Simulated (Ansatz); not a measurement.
# CH4BFO2: basis-set convergence

Aim: see how fast density functionals converge with the basis set for CH4BFO2.

Computed with Ansatz 0.2.0, Gaussian basis. Level: one geometry, several basis sets.

Plan: PBE0-D4/def2-SVP; ωB97M-V/def2-SVP; PBE0-D4/def2-QZVPP; ωB97M-V/def2-QZVPP; the functionals' def2-TZVPP values are taken from earlier runs.

### 1 The geometry

An earlier PBE0-D4 in a triple-zeta def2 set relaxation fixed the geometry.

SMILES `COB(O)F`, 9 atoms, charge 0, spin multiplicity 1.

Atoms are counted from 1 here; the program's logs count them from 0.

Bond lengths: C1–O2 1.414 Å, C1–H6 1.092 Å, C1–H7 1.091 Å, C1–H8 1.092 Å, O2–B3 1.344 Å, B3–O4 1.361 Å, B3–F5 1.336 Å, O4–H9 0.959 Å. Angles: O2–C1–H6 108.8°, O2–C1–H7 111.8°, O2–C1–H8 108.7°, H6–C1–H7 109.3°, H6–C1–H8 108.7°, H7–C1–H8 109.4°, C1–O2–B3 122.2°, O2–B3–O4 122.7°, O2–B3–F5 117.4°, O4–B3–F5 119.9°, B3–O4–H9 112.6°.

### 2 PBE0-D4 in def2-SVP

in.yaml reads:

```yaml
crystal:
  periodic: [false, false, false]
  atoms:
    - {symbol: C, position_ang: [-0.649296, 0.491286, -1.085911]}
    - {symbol: O, position_ang: [-0.487007, 0.689608, 0.304588]}
    - {symbol: B, position_ang: [0.320440, -0.085066, 1.049489]}
    - {symbol: O, position_ang: [1.040437, -1.114319, 0.524673]}
    - {symbol: F, position_ang: [0.401544, 0.187733, 2.355316]}
    - {symbol: H, position_ang: [-1.701494, 0.285229, -1.291436]}
    - {symbol: H, position_ang: [-0.040683, -0.337734, -1.451213]}
    - {symbol: H, position_ang: [-0.363076, 1.407038, -1.606624]}
    - {symbol: H, position_ang: [1.567734, -1.570076, 1.184018]}
basis:
  gaussian: {orbitals: def2-SVP}
hamiltonian: {xc: pbe0, dispersion: d4}
output: {orbitals: {seedname: orbitals}}
```

Further steps of the session: ωB97M-V in def2-SVP; PBE0-D4 in def2-QZVPP; ωB97M-V in def2-QZVPP.

**Question.** What will the summary of the whole plan be? Wanted: PBE0-D4: double and triple zeta above quadruple; ωB97M-V: double and triple zeta above quadruple.

As calculated:

```
                                       quantity           value
PBE0-D4: double and triple zeta above quadruple  10.68, 0.48 eV
ωB97M-V: double and triple zeta above quadruple  10.90, 0.46 eV
```

What this shows: PBE0-D4 gains 10.20 eV from double to triple zeta, then 0.48 eV more. Total energies overstate the basis error of differences, where much of it tends to cancel. The LUMO of ωB97M-V is positive and keeps falling with the basis (3.23 to 1.58 eV): an unbound level that the basis holds in place.
